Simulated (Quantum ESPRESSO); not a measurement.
The system is AgRh.

```
Ag Rh
1.0
     2.77759    0.00000    0.00000
    -1.38879    2.40546    0.00000
     0.00000    0.00000    4.80860
Ag Rh
1 1
Direct
  0.00000 0.00000 0.50000
  0.66667 0.33333 0.00000
```

The cell comes from a database or a generator and needn't be the stable form of this composition.

* Program: Quantum ESPRESSO 7.5
* Task: single point
* Functional: PBE
* Potentials or basis: SSSP 1.3 efficiency PBE
* Cutoff: 816 eV
* Density cutoff: 3265 eV
* k mesh: 11 × 11 × 6
* Occupations: fermi-dirac, width 0.05 eV
* Spin: no spin polarisation

On this cell: pressure -2.7 GPa; largest force under 0.003 eV/Å; band gap on the k mesh none (metal or under the smearing width).

The same run follows on a disturbed copy (atoms moved at random, drawn with an rms of 0.05 Å):

```xyz
2
Lattice="2.7776 0.0000 0.0000 -1.3888 2.4055 0.0000 0.0000 0.0000 4.8086" Properties=species:S:1:pos:R:3 pbc="T T T"
Ag   -0.0691   -0.0115    2.4209
Rh    1.4279    0.7566   -0.0426
```

What changes?

The energy (extrapolated to zero smearing) moves by +9.4 meV/atom; pressure -2.3 GPa; largest force 0.434 eV/Å; band gap on the k mesh none (metal or under the smearing width).

Forces on the atoms (eV/Å):
```
Ag   0.111 -0.047 -0.417
Rh  -0.111  0.047  0.417
```

Stress tensor (GPa, compression positive):
```
-2.04 -0.60 -0.33
-0.60 -2.42  0.14
-0.33  0.14 -2.47
```
